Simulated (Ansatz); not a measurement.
**Tc (P6_3/mmc): equation of state**

An exercise on one series of results from a longer session: the logs are not shown, and one member is left open.

Program: Ansatz 0.2.0. Level of theory: DFT PBEsol, scalar-relativistic, plane waves, PAW. These are calculated values, not measurements.

### The structure to begin with

The structure is hexagonal, space group P6_3/mmc (No. 194). The conventional cell has a = 2.724 Å, b = 2.724 Å, c = 4.356 Å, α = 90.00°, β = 90.00°, γ = 120.00°. Tc (site symmetry -6m2) is surrounded by 12 Tc at 2.69 to 2.72 Å.

Coordinates:

```
Tc
1.0
     2.72421    0.00000    0.00000
    -1.36211    2.35924    0.00000
     0.00000    0.00000    4.35575
Tc
2
Direct
  0.33333 0.66667 0.25000
  0.66667 0.33333 0.75000
```

An earlier run at PBEsol left this cell at 13.997 Å³/atom and 0.00 GPa (18×18×10 mesh).

Volume factors to run: 0.980, 1.020, 0.960, 1.040.

The first run:

input.yaml

```yaml
crystal:
  lattice:
    - [2.7059311079, 0.0, 0.0]
    - [-1.3529655539, 2.3434050803, 0.0]
    - [0.0, 0.0, 4.3265132575]
  atoms:
    - { symbol: Tc, position: [0.3333333333, 0.6666666667, 0.25] }
    - { symbol: Tc, position: [0.6666666667, 0.3333333333, 0.75] }
basis:
  ecutwfc: 600
  ecutrho_ratio: 5
kpoints:
  mp_grid: { grid: [18, 18, 10] }
hamiltonian:
  xc: pbesol
scf:
  occupations: { method: gaussian, width: 0.05 }
output:
  forces: true
  stress: true
  eigenvalues: true
relax:
  f_tol: 0.01
  max_steps: 40
  cell: { stress_tol: 0.1, fix: [volume] }
```

Launch:

```
$ ansatz run input.yaml --threads 1 --pin off --max-ram 2560MiB --backend cpu --events-out ev --progress --plain --runs-dir out
```

Among the steps run: Scaling the volume by 0.980; Volume × 1.020; Scaling the volume by 0.960; Scaling the volume by 1.040.

One of the session's tables, all rows but one given; the rest of the session is left out.

It belongs to the step «The fit». 

| volume (Å³/atom) | energy (meV/atom) | pressure (GPa) |
| --- | --- | --- |
| 13.437 | 24.57 | 14.61 |
| 13.717 | ? | ? |
| 13.997 | 0.00 | 0.00 |
| 14.277 | 5.54 | -6.20 |
| 14.557 | 21.33 | -11.75 |

**Question.** Estimate the row for volume (Å³/atom) = 13.717.

Worked estimate for «energy (meV/atom)». A straight line through the neighbours (13.437, 24.57) and (13.997, 0.00) gives 24.57 + (0.00 − 24.57) × (13.717 − 13.437) / (13.997 − 13.437) = 12.28; a parabola fitted to 3 rows on both sides gives 6.34.

**Answer.** energy (meV/atom): 5.90; pressure (GPa): 6.91. In «energy (meV/atom)» the line misses by +6.38 and the parabola by +0.44.
